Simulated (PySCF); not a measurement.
# AlH2SeCl (SMILES [Cl][AlH][SeH]), step by step, part 1 of 3

We compute a geometry optimisation (HF/STO-3G), then the harmonic vibrations, then a single-point energy (NEVPT2(6,6)/ccECP-cc-pVDZ), then attachment energies (EOM-CCSD/pc-1) of AlH2SeCl. 

Program for the calculation: PySCF 2.14.0.

### Step 1. The molecule

AlH2SeCl: 5 atoms, total charge 0, spin state singlet. SMILES: `[Cl][AlH][SeH]`. Geometry: a rough force-field guess. This is one conformer, not always the lowest. The run starts from this shape.

Bond lengths: Cl1–Al2 2.155 Å, Al2–Se3 2.385 Å, Al2–H4 1.601 Å, Se3–H5 1.559 Å. Angles: Cl1–Al2–Se3 120.1°, Cl1–Al2–H4 121.7°, Se3–Al2–H4 118.1°, Al2–Se3–H5 90.9°.

### Step 2. A structure relaxation at HF/STO-3G (run 1)

File job.py:

```python
# [Cl][AlH][SeH]
from pyscf import gto
from pyscf.geomopt.geometric_solver import kernel as optimise

mol = gto.M(
    atom=[
    ('Cl', (-2.258600, -0.162300, -0.943900)),
    ('Al', (-0.472000, -0.434100, 0.229800)),
    ('Se', (1.034200, 1.386700, 0.554700)),
    ('H', (-0.079500, -1.858000, 0.848000)),
    ('H', (1.825800, 0.994100, -0.729900)),
],
    cart=True,
    basis='sto-3g',
    max_memory=1860,
    charge=0,
    verbose=3,
)

mf = mol.RHF()
converged, mol_eq = optimise(mf, maxsteps=100, convergence_set='GAU_TIGHT')
print('converged:', converged)
print(mol_eq.tostring())

mf.reset(mol_eq)
mol = mol_eq
mf.kernel()
e_tot = mf.e_tot
print('E = %.10f Eh' % e_tot)
```

Started as:

```sh
$ OMP_NUM_THREADS=1 python job.py
```

The program printed:

```text
convergence_set           GAU_TIGHT
maxiter                   100
----------------------------------------------------------
Custom engine selected.
Bonds will be generated from interatomic distances less than 1.20 times sum of covalent radii
15 internal coordinates being used (instead of 15 Cartesians)
Internal coordinate system (atoms numbered from 1):
Distance 1-2
Distance 2-3
Distance 2-4
Distance 3-5
Angle 1-2-4
Angle 3-2-4
Angle 2-3-5
Out-of-Plane 2-1-3-4
Dihedral 1-2-3-5
Dihedral 4-2-3-5
Translation-X 1-5
Translation-Y 1-5
Translation-Z 1-5
Rotation-A 1-5
Rotation-B 1-5
Rotation-C 1-5
> ===== Optimization Info: ====
> Job type: Energy minimization
> Maximum number of optimization cycles: 100
> Initial / maximum trust radius (Angstrom): 0.100 / 0.300
> Convergence Criteria:
> Will converge when all 5 criteria are reached:
>  |Delta-E| < 1.00e-06
>  RMS-Grad  < 1.00e-05
>  Max-Grad  < 1.50e-05
>  RMS-Disp  < 4.00e-05
>  Max-Disp  < 6.00e-05
> === End Optimization Info ===

Geometry optimization cycle 1
Cartesian coordinates (Angstrom)
 Atom        New coordinates             dX        dY        dZ
  Cl  -2.258600  -0.162300  -0.943900    0.000000  0.000000  0.000000
  Al  -0.472000  -0.434100   0.229800    0.000000  0.000000  0.000000
  Se   1.034200   1.386700   0.554700    0.000000  0.000000 -0.000000
   H  -0.079500  -1.858000   0.848000    0.000000  0.000000  0.000000
   H   1.825800   0.994100  -0.729900    0.000000  0.000000  0.000000

WARN: Mole.unit (angstrom) is changed to Bohr

converged SCF energy = -3069.16822640784
--------------- RHF_Scanner gradients ---------------
         x                y                z
0 Cl    -0.0281069634     0.0049582237    -0.0191052923
1 Al    -0.0183317298     0.0118403929    -0.0123054396
2 Se    -0.0012083354     0.0464808542     0.0577815442
3 H     0.0188609573    -0.0465383389     0.0230616830
4 H     0.0287860713    -0.0167411320    -0.0494324952
----------------------------------------------
cycle 1: E = -3069.16822641  dE = -3069.17  norm(grad) = 0.117957
Step    0 : Gradient = 5.275e-02/7.417e-02 (rms/max) Energy = -3069.1682264078
Hessian Eigenvalues: 2.30000e-02 3.06546e-02 5.00000e-02 ... 1.60000e-01 1.60000e-01 2.15429e-01

Geometry optimization cycle 2
Cartesian coordinates (Angstrom)
 Atom        New coordinates             dX        dY        dZ
  Cl  -2.149584  -0.146299  -0.898429    0.109016  0.016001  0.045471
  Al  -0.416721  -0.453278   0.237301    0.055279 -0.019178  0.007501
  Se   0.992513   1.319729   0.489350   -0.041687 -0.066971 -0.065350
   H  -0.109602  -1.770213   0.806062   -0.030102  0.087787 -0.041938
   H   1.733295   0.976461  -0.675584   -0.092505 -0.017639  0.054316
converged SCF energy = -3069.19171480105
--------------- RHF_Scanner gradients ---------------
         x                y                z
0 Cl    -0.0075382729     0.0040164599    -0.0060708252
1 Al    -0.0007998659    -0.0117825738     0.0027875526
2 Se     0.0095812745     0.0057660158    -0.0038616461
3 H     0.0041279576     0.0021203991     0.0012005432
4 H    -0.0053710934    -0.0001203011     0.0059443755
----------------------------------------------
cycle 2: E = -3069.1917148  dE = -0.0234884  norm(grad) = 0.0220043
Step    1 : Displace = 1.004e-01/1.192e-01 (rms/max) Trust = 1.000e-01 (=) Grad = 9.841e-03/1.213e-02 (rms/max) E (change) = -3069.1917148010 (-2.349e-02) Quality = 0.797
Hessian Eigenvalues: 2.30000e-02 3.06471e-02 5.00000e-02 ... 1.60000e-01 2.06861e-01 2.42332e-01

Geometry optimization cycle 3
Cartesian coordinates (Angstrom)
 Atom        New coordinates             dX        dY        dZ
  Cl  -2.154991  -0.194612  -0.862931   -0.005407 -0.048314  0.035498
  Al  -0.409109  -0.431340   0.216109    0.007613  0.021938 -0.021192
  Se   0.989096   1.298623   0.492691   -0.003417 -0.021105  0.003341
   H  -0.157633  -1.753095   0.791768   -0.048030  0.017118 -0.014293
   H   1.782537   1.006824  -0.678937    0.049242  0.030364 -0.003353
converged SCF energy = -3069.19252267964
--------------- RHF_Scanner gradients ---------------
         x                y                z
0 Cl     0.0023715427    -0.0007100652     0.0019295863
1 Al    -0.0000077194     0.0032939063    -0.0021368825
2 Se    -0.0066051034    -0.0040333082     0.0054747028
3 H     0.0007979185     0.0029609884    -0.0001288442
4 H     0.0034433617    -0.0015115213    -0.0051385624
----------------------------------------------
cycle 3: E = -3069.19252268  dE = -0.000807879  norm(grad) = 0.0128492
Step    2 : Displace = 4.742e-02/6.018e-02 (rms/max) Trust = 1.414e-01 (+) Grad = 5.746e-03/9.480e-03 (rms/max) E (change) = -3069.1925226796 (-8.079e-04) Quality = 0.645
Hessian Eigenvalues: 2.29717e-02 3.10533e-02 5.00000e-02 ... 1.79676e-01 2.28378e-01 2.83546e-01

[... 8 lines left out ...]
converged SCF energy = -3069.19278952178
[... 20 lines left out ...]
converged SCF energy = -3069.19282056597
[... 20 lines left out ...]
converged SCF energy = -3069.1928414863
[... 20 lines left out ...]
converged SCF energy = -3069.1930832915
[... 21 lines left out ...]
converged SCF energy = -3069.19362908752
[... 20 lines left out ...]
converged SCF energy = -3069.19632712571
[... 20 lines left out ...]
converged SCF energy = -3069.19681632046
[... 20 lines left out ...]
converged SCF energy = -3069.20044566655
[... 20 lines left out ...]
converged SCF energy = -3069.20266689134
[... 20 lines left out ...]
converged SCF energy = -3069.20292082383
[... 20 lines left out ...]
converged SCF energy = -3069.20300805891
[... 20 lines left out ...]
converged SCF energy = -3069.20301901799
[... 20 lines left out ...]
converged SCF energy = -3069.2030201624
[... 6 lines left out ...]
4 H    -0.0000036020     0.0000144473    -0.0000224326
----------------------------------------------
cycle 16: E = -3069.20302016  dE = -1.14441e-06  norm(grad) = 0.000108048
Step   15 : Displace = 2.084e-03/2.813e-03 (rms/max) Trust = 3.000e-01 (=) Grad = 4.832e-05/6.788e-05 (rms/max) E (change) = -3069.2030201624 (-1.144e-06) Quality = 0.942
Hessian Eigenvalues: 8.99945e-03 4.00671e-02 5.00000e-02 ... 2.61255e-01 2.75397e-01 2.96415e-01

Geometry optimization cycle 17
Cartesian coordinates (Angstrom)
 Atom        New coordinates             dX        dY        dZ
  Cl  -1.786213  -0.110162  -1.080409    0.000551  0.000295 -0.000109
  Al  -0.289438  -0.586879   0.276319    0.000077 -0.000042  0.000308
  Se   1.502349   0.735619   0.323468    0.000152 -0.000372 -0.000625
   H  -0.460677  -1.758382   1.141636   -0.000033 -0.000115  0.000072
   H   1.083880   1.646204  -0.702314   -0.000746  0.000233  0.000354
converged SCF energy = -3069.20302018294
--------------- RHF_Scanner gradients ---------------
         x                y                z
0 Cl     0.0000112331     0.0000034820    -0.0000053223
1 Al    -0.0000049772     0.0000129096     0.0000148288
2 Se    -0.0000143796    -0.0000026491    -0.0000185155
3 H     0.0000037569    -0.0000133912     0.0000026261
4 H     0.0000043669    -0.0000003514     0.0000063829
----------------------------------------------
cycle 17: E = -3069.20302018  dE = -2.05368e-08  norm(grad) = 3.73476e-05
Step   16 : Displace = 5.863e-04/7.342e-04 (rms/max) Trust = 3.000e-01 (=) Grad = 1.670e-05/2.359e-05 (rms/max) E (change) = -3069.2030201829 (-2.054e-08) Quality = 0.494
Hessian Eigenvalues: 9.32305e-03 4.99996e-02 4.99999e-02 ... 2.65253e-01 2.66607e-01 3.54984e-01

Geometry optimization cycle 18
Cartesian coordinates (Angstrom)
 Atom        New coordinates             dX        dY        dZ
  Cl  -1.786411  -0.110285  -1.080337   -0.000198 -0.000123  0.000072
  Al  -0.289361  -0.586899   0.276129    0.000078 -0.000020 -0.000190
  Se   1.502335   0.735698   0.323658   -0.000014  0.000079  0.000190
   H  -0.460704  -1.758224   1.141604   -0.000027  0.000158 -0.000032
   H   1.084041   1.646110  -0.702354    0.000161 -0.000094 -0.000040
converged SCF energy = -3069.20302019169
--------------- RHF_Scanner gradients ---------------
         x                y                z
0 Cl    -0.0000023944     0.0000000040     0.0000004910
1 Al     0.0000114323    -0.0000014313     0.0000002831
2 Se    -0.0000081075    -0.0000030294    -0.0000011713
3 H    -0.0000005015     0.0000084170    -0.0000032935
4 H    -0.0000004290    -0.0000039604     0.0000036907
----------------------------------------------
cycle 18: E = -3069.20302019  dE = -8.75298e-09  norm(grad) = 1.80697e-05
Step   17 : Displace = 2.006e-04/2.620e-04 (rms/max) Trust = 3.000e-01 (=) Grad = 8.081e-06/1.153e-05 (rms/max) E (change) = -3069.2030201917 (-8.753e-09) Quality = 0.782
Hessian Eigenvalues: 8.94530e-03 4.99990e-02 4.99999e-02 ... 2.65197e-01 2.70498e-01 3.61315e-01

Geometry optimization cycle 19
Cartesian coordinates (Angstrom)
 Atom        New coordinates             dX        dY        dZ
  Cl  -1.786404  -0.110286  -1.080350    0.000008 -0.000001 -0.000013
  Al  -0.289406  -0.586882   0.276176   -0.000046  0.000018  0.000047
  Se   1.502311   0.735745   0.323696   -0.000023  0.000047  0.000038
   H  -0.460699  -1.758280   1.141594    0.000005 -0.000056 -0.000011
   H   1.084097   1.646102  -0.702415    0.000056 -0.000007 -0.000061
converged SCF energy = -3069.20302019257
--------------- RHF_Scanner gradients ---------------
         x                y                z
0 Cl     0.0000001708    -0.0000002464    -0.0000000181
1 Al    -0.0000034784    -0.0000005508    -0.0000002191
2 Se     0.0000033852     0.0000003908     0.0000030635
3 H     0.0000001015    -0.0000013361     0.0000004053
4 H    -0.0000001791     0.0000017425    -0.0000032316
----------------------------------------------
cycle 19: E = -3069.20302019  dE = -8.7357e-10  norm(grad) = 7.00067e-06
Step   18 : Displace = 6.031e-05/7.719e-05 (rms/max) Trust = 3.000e-01 (=) Grad = 3.131e-06/4.582e-06 (rms/max) E (change) = -3069.2030201926 (-8.736e-10) Quality = 0.760
Hessian Eigenvalues: 1.09767e-02 4.98062e-02 4.99998e-02 ... 2.65817e-01 2.74251e-01 3.49922e-01

Geometry optimization cycle 20
Cartesian coordinates (Angstrom)
 Atom        New coordinates             dX        dY        dZ
  Cl  -1.786399  -0.110277  -1.080347    0.000005  0.000009  0.000003
  Al  -0.289394  -0.586891   0.276165    0.000012 -0.000010 -0.000010
  Se   1.502340   0.735703   0.323641    0.000028 -0.000042 -0.000055
   H  -0.460700  -1.758271   1.141604   -0.000002  0.000008  0.000010
   H   1.084054   1.646137  -0.702363   -0.000044  0.000035  0.000052
converged SCF energy = -3069.20302019259
--------------- RHF_Scanner gradients ---------------
         x                y                z
0 Cl     0.0000001831     0.0000000197    -0.0000002128
1 Al    -0.0000005027     0.0000000968    -0.0000003999
2 Se     0.0000008251    -0.0000000886    -0.0000014249
3 H    -0.0000001272    -0.0000005392     0.0000007490
4 H    -0.0000003782     0.0000005113     0.0000012885
----------------------------------------------
cycle 20: E = -3069.20302019  dE = -2.09184e-11  norm(grad) = 2.4805e-06
Step   19 : Displace = 4.546e-05/6.391e-05 (rms/max) Trust = 3.000e-01 (=) Grad = 1.109e-06/1.649e-06 (rms/max) E (change) = -3069.2030201926 (-2.092e-11) Quality = 0.096
Hessian Eigenvalues: 2.41860e-02 4.99891e-02 4.99995e-02 ... 2.65355e-01 2.68731e-01 3.51440e-01

Geometry optimization cycle 21
Cartesian coordinates (Angstrom)
 Atom        New coordinates             dX        dY        dZ
  Cl  -1.786399  -0.110280  -1.080347    0.000000 -0.000003  0.000000
  Al  -0.289394  -0.586888   0.276168    0.000000  0.000004  0.000002
  Se   1.502322   0.735725   0.323669   -0.000018  0.000022  0.000028
   H  -0.460698  -1.758271   1.141598    0.000002  0.000000 -0.000006
   H   1.084069   1.646114  -0.702387    0.000015 -0.000023 -0.000024
converged SCF energy = -3069.20302019266
--------------- RHF_Scanner gradients ---------------
         x                y                z
0 Cl    -0.0000000455    -0.0000000151    -0.0000000016
1 Al     0.0000006492     0.0000000986    -0.0000000404
2 Se    -0.0000008184     0.0000003517    -0.0000003525
3 H    -0.0000000790     0.0000002785    -0.0000000304
4 H     0.0000002937    -0.0000007138     0.0000004249
----------------------------------------------
cycle 21: E = -3069.20302019  dE = -6.73026e-11  norm(grad) = 1.4879e-06
Step   20 : Displace = 2.273e-05/3.352e-05 (rms/max) Trust = 2.273e-05 (-) Grad = 6.654e-07/9.580e-07 (rms/max) E (change) = -3069.2030201927 (-6.730e-11) Quality = 0.560
Hessian Eigenvalues: 2.41860e-02 4.99891e-02 4.99995e-02 ... 2.65355e-01 2.68731e-01 3.51440e-01
Converged! =D

converged: True
Cl         -1.78639870       -0.11027988       -1.08034721
Al         -0.28939401       -0.58688755        0.27616753
Se          1.50232217        0.73572483        0.32366913
H          -0.46069798       -1.75827135        1.14159776
H           1.08406852        1.64611395       -0.70238721
converged SCF energy = -3069.20302019265
E = -3069.2030201926 Eh
```

Wall time 23 s (1 thread of Arm Neoverse V1, shared host); peak memory 0.14 GiB.

Step by step:

```
step  energy from the first frame kept (eV)  largest force (eV/Å)
   0                                 0.0000                3.8138
   1                                -0.6392                0.6240
   2                                -0.6611                0.4875
   3                                -0.6684                0.2045
   4                                -0.6692                0.1027
   5                                -0.6698                0.0536
   6                                -0.6764                0.5094
   7                                -0.6912                0.1664
   8                                -0.7647                1.8522
   9                                -0.7780                3.0729
  10                                -0.8767                1.6994
  11                                -0.9372                0.2874
  12                                -0.9441                0.2280
  13                                -0.9465                0.0551
  14                                -0.9468                0.0331
  15                                -0.9468                0.0035
  16                                -0.9468                0.0012
  17                                -0.9468                0.0006
  18                                -0.9468                0.0002
  19                                -0.9468                0.0001
  20                                -0.9468                0.0000
```

After the run. Bond lengths: Cl1–Al2 2.076 Å, Al2–Se3 2.228 Å, Al2–H4 1.466 Å, Se3–H5 1.434 Å. Angles: Cl1–Al2–Se3 117.2°, Cl1–Al2–H4 119.0°, Se3–Al2–H4 123.8°, Al2–Se3–H5 97.3°.

### Step 3. The harmonic vibrations at HF/STO-3G (run 2)

File job.py:

```python
# [Cl][AlH][SeH]
from pyscf import gto, scf, symm
from pyscf.hessian import thermo

molecule = gto.Mole()
molecule.atom = [
    ('Cl', (-2.121871, -0.376892, -1.046524)),
    ('Al', (-0.624866, -0.853500, 0.309991)),
    ('Se', (1.166850, 0.469113, 0.357492)),
    ('H', (-0.796170, -2.024883, 1.175421)),
    ('H', (0.748597, 1.379502, -0.668564)),
]
molecule.cart = True
molecule.verbose = 3
molecule.basis = 'sto-3g'
molecule.max_memory = 1860
molecule.build()

calc0 = scf.RHF(molecule)
calc0.kernel()

e_tot = calc0.e_tot
print('E = %.10f Eh' % e_tot)
hess = calc0.Hessian().kernel()
modes = thermo.harmonic_analysis(molecule, hess)
thermo.dump_normal_mode(molecule, modes)
symm.geom.TOLERANCE = 1e-3  # for the symmetry number
th = thermo.thermo(calc0, modes['freq_au'], 298.15, 101325)
thermo.dump_thermo(molecule, th)
```

Started as:

```sh
$ OMP_NUM_THREADS=1 python job.py
```

The program printed:

```text
converged SCF energy = -3069.20302019266
E = -3069.2030201927 Eh
Mode                                 0                   1                   2
Irrep
Freq [cm^-1]                      156.0505            267.9699            479.2444
Reduced mass [au]                  16.3335              1.1113             11.9358
Force const [Dyne/A]                0.2343              0.0470              1.6152
Char temp [K]                     224.5219            385.5490            689.5260
Normal mode                   x     y     z       x     y     z       x     y     z
       0  Cl                 0.10  0.06  0.02    0.01 -0.01 -0.01    0.05 -0.02  0.04
       1  Al                 0.01 -0.07  0.06   -0.02  0.03  0.03    0.06  0.12 -0.06
       2  Se                -0.05 -0.00 -0.03    0.01 -0.01 -0.01   -0.04 -0.03 -0.00
       3   H                -0.02 -0.07  0.05    0.02 -0.02 -0.03    0.16  0.14 -0.01
       4   H                -0.15 -0.06 -0.04   -0.42  0.54  0.65    0.09  0.05  0.02
Mode                                 3                   4                   5
Irrep
Freq [cm^-1]                      559.0759            662.1413            766.7974
Reduced mass [au]                   1.1743              6.5391              1.1073
Force const [Dyne/A]                0.2163              1.6892              0.3836
Char temp [K]                     804.3857            952.6739           1103.2508
Normal mode                   x     y     z       x     y     z       x     y     z
       0  Cl                -0.01  0.01  0.01    0.07 -0.02  0.06    0.01  0.01 -0.00
       1  Al                 0.03 -0.04 -0.05   -0.12 -0.00 -0.07   -0.04 -0.04  0.00
       2  Se                -0.00  0.00  0.00    0.01  0.01 -0.00   -0.00  0.00 -0.00
       3   H                -0.40  0.52  0.63   -0.30 -0.04 -0.16    0.54  0.08  0.28
       4   H                -0.07  0.09  0.10    0.07  0.05  0.01    0.61  0.37  0.08
Mode                                 6                   7                   8
Irrep
Freq [cm^-1]                      879.4734           2750.0461           2945.6106
Reduced mass [au]                   1.1489              1.0454              1.0205
Force const [Dyne/A]                0.5236              4.6579              5.2171
Char temp [K]                    1265.3664           3956.7041           4238.0778
Normal mode                   x     y     z       x     y     z       x     y     z
       0  Cl                -0.01 -0.00 -0.01   -0.00  0.00 -0.00    0.00  0.00  0.00
       1  Al                 0.05 -0.00  0.04   -0.00 -0.03  0.02   -0.00 -0.00  0.00
       2  Se                -0.01 -0.00 -0.01    0.00  0.00 -0.00    0.00 -0.01  0.01
       3   H                -0.60 -0.13 -0.27    0.11  0.78 -0.58    0.00  0.01 -0.01
       4   H                 0.55  0.34  0.07    0.00 -0.01  0.01   -0.28  0.63 -0.71
temperature 298.1500 [K]
pressure 101325.00 [Pa]
Rotational constants [GHz] 14.96161 1.45825 1.32874
Symmetry number 1
Zero-point energy (ZPE) 0.02157 [Eh]   56621.703 [J/mol]
                           tot       elec      trans        rot        vib
Entropy [J/mol/K]       308.725      0.000    170.677    112.165     25.883
Cv [J/mol/K]             59.185      0.000     12.472     12.472     34.241
Cp [J/mol/K]             67.499      0.000     20.786     12.472     34.241
Internal energy [J/mol]                      3718.434   3718.434  61332.442
Internal energy [Eh]   -3069.17683  -3069.20302
Enthalpy [J/mol]                             6197.391   3718.434  61332.442
Enthalpy [Eh]          -3069.17588
Gibbs free energy [J/mol]                  -44690.055 -29723.547  53615.565
Gibbs free energy [Eh] -3069.21094
```

Wall time 9.6 s (1 thread of Arm Neoverse V1, shared host); peak memory 0.12 GiB.

(Continued in part 2 of 3.)
